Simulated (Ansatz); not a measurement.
**ClH4NSi2: how energies converge with the basis set**

One table from this session's results is given with a row withheld; the runs are named, their logs left out.

Computed with Ansatz 0.2.0, Gaussian basis. Level: one geometry, several basis sets.

The runs, in order: PBE0-D4/def2-SVP; ωB97M-V/def2-SVP; PBE0-D4/def2-QZVPP; ωB97M-V/def2-QZVPP; the functionals' def2-TZVPP values are taken from earlier runs.

## Structure used throughout

The geometry comes from an earlier relaxation with PBE0-D4 in a triple-zeta def2 set; it is a stationary point, not always the lowest conformer.

SMILES `Cl[SiH]1N[SiH2]1`, 8 atoms, charge 0, spin multiplicity 1.

Atoms are counted from 1 here; the program's logs count them from 0.

Bond lengths: Cl1–Si2 2.057 Å, Si2–N3 1.710 Å, Si2–Si4 2.223 Å, Si2–H5 1.480 Å, N3–Si4 1.742 Å, N3–H6 1.006 Å, Si4–H7 1.487 Å, Si4–H8 1.486 Å. Angles: Cl1–Si2–N3 117.4°, Cl1–Si2–Si4 123.9°, Cl1–Si2–H5 105.3°, N3–Si2–Si4 50.6°, N3–Si2–H5 118.1°, Si4–Si2–H5 129.3°, Si2–N3–Si4 80.2°, Si2–N3–H6 140.8°, Si4–N3–H6 139.0°, Si2–Si4–N3 49.3°, Si2–Si4–H7 126.0°, Si2–Si4–H8 123.1°, N3–Si4–H7 116.8°, N3–Si4–H8 117.0°, H7–Si4–H8 109.5°.

The first run:

File in.yaml:

```yaml
crystal:
  periodic: [false, false, false]
  atoms:
    - {symbol: Cl, position_ang: [-1.363678, 2.317025, 0.743762]}
    - {symbol: Si, position_ang: [-0.245521, 1.013417, -0.388457]}
    - {symbol: N, position_ang: [0.863700, 0.006763, 0.436045]}
    - {symbol: Si, position_ang: [-0.268486, -1.193926, -0.122955]}
    - {symbol: H, position_ang: [0.254426, 1.814141, -1.527763]}
    - {symbol: H, position_ang: [1.700941, 0.060548, 0.991986]}
    - {symbol: H, position_ang: [0.241331, -2.195767, -1.096110]}
    - {symbol: H, position_ang: [-1.090612, -1.879101, 0.907792]}
basis:
  gaussian: {orbitals: def2-SVP}
hamiltonian: {xc: pbe0, dispersion: d4}
output: {orbitals: {seedname: orbitals}}
```

On the command line:

```
$ ansatz run in.yaml --threads 2 --pin off --events-out ev --progress --plain --max-ram 4352MiB
```

Steps of the session up to this table: PBE0-D4 in def2-SVP; ωB97M-V in def2-SVP; PBE0-D4 in def2-QZVPP; ωB97M-V in def2-QZVPP.

One of the session's tables, all rows but one given; the rest of the session is left out.

It belongs to the step «Functionals by basis». 

| functional | basis | HOMO (eV) |
| --- | --- | --- |
| PBE0-D4 | def2-SVP | -7.27 |
| PBE0-D4 | def2-TZVPP | -7.29 |
| PBE0-D4 | def2-QZVPP | -7.31 |
| ωB97M-V | def2-SVP | -9.22 |
| ωB97M-V | def2-TZVPP | -9.28 |
| ωB97M-V | def2-QZVPP | ? |

Estimate the missing values for ωB97M-V, def2-QZVPP.

**Answer.** HOMO (eV): -9.31. In the column «HOMO (eV)» it is the lowest.
